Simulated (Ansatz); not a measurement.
# CH₄BrOSi radical: basis-set convergence

One table from this session's results is given with a row withheld; the runs are named, their logs left out.

Program: Ansatz 0.2.0, Gaussian basis. Level of theory: one geometry, several basis sets. These are calculated values, not measurements.

Plan: PBE0-D4/def2-SVP; ωB97M-V/def2-SVP; PBE0-D4/def2-QZVPP; ωB97M-V/def2-QZVPP; the functionals' def2-TZVPP values are taken from earlier runs.

### The geometry

The geometry comes from an earlier relaxation with PBE0-D4 in a triple-zeta def2 set; it is a stationary point, not always the lowest conformer.

SMILES `CO[SiH]Br`, 8 atoms, charge 0, spin multiplicity 2.

Atoms are counted from 1 here; the program's logs count them from 0.

Bond lengths: C1–O2 1.413 Å, C1–H5 1.094 Å, C1–H6 1.094 Å, C1–H7 1.090 Å, O2–Si3 1.631 Å, Si3–Br4 2.238 Å, Si3–H8 1.489 Å. Angles: O2–C1–H5 111.1°, O2–C1–H6 111.0°, O2–C1–H7 107.8°, H5–C1–H6 109.0°, H5–C1–H7 108.9°, H6–C1–H7 109.1°, C1–O2–Si3 126.9°, O2–Si3–Br4 110.8°, O2–Si3–H8 105.2°, Br4–Si3–H8 108.3°.

The first run:

Contents of in.yaml:

```yaml
crystal:
  periodic: [false, false, false]
  atoms:
    - {symbol: C, position_ang: [-1.035560, 0.599180, -0.133620]}
    - {symbol: O, position_ang: [-0.315237, -0.429395, 0.513500]}
    - {symbol: Si, position_ang: [1.022216, -1.184236, -0.036764]}
    - {symbol: Br, position_ang: [2.581651, 0.302544, -0.642033]}
    - {symbol: H, position_ang: [-1.501844, 0.233719, -1.053214]}
    - {symbol: H, position_ang: [-0.382846, 1.442326, -0.376293]}
    - {symbol: H, position_ang: [-1.816556, 0.937410, 0.547651]}
    - {symbol: H, position_ang: [1.540376, -1.958748, 1.124972]}
basis:
  gaussian: {orbitals: def2-SVP}
magnetization: {spin_polarized: true, initial_magnetization: 1}
hamiltonian: {xc: pbe0, dispersion: d4}
output: {orbitals: {seedname: orbitals}}
```

Steps of the session up to this table: PBE0-D4 in def2-SVP; ωB97M-V in def2-SVP; PBE0-D4 in def2-QZVPP; ωB97M-V in def2-QZVPP.

One of the session's tables, all rows but one given; the rest of the session is left out.

It belongs to the step «Density functionals: the series». 

| functional | basis | HOMO (eV) | LUMO (eV) |
| --- | --- | --- | --- |
| PBE0-D4 | def2-SVP | ? | ? |
| PBE0-D4 | def2-TZVPP | -6.17 | -2.55 |
| PBE0-D4 | def2-QZVPP | -6.19 | -2.58 |
| ωB97M-V | def2-SVP | -7.85 | -0.87 |
| ωB97M-V | def2-TZVPP | -7.95 | -0.96 |
| ωB97M-V | def2-QZVPP | -7.98 | -1.03 |

Q: Estimate the row for PBE0-D4, def2-SVP from the others.

The run gave: HOMO (eV): -6.08; LUMO (eV): -2.52. In the column «HOMO (eV)» it is the highest.
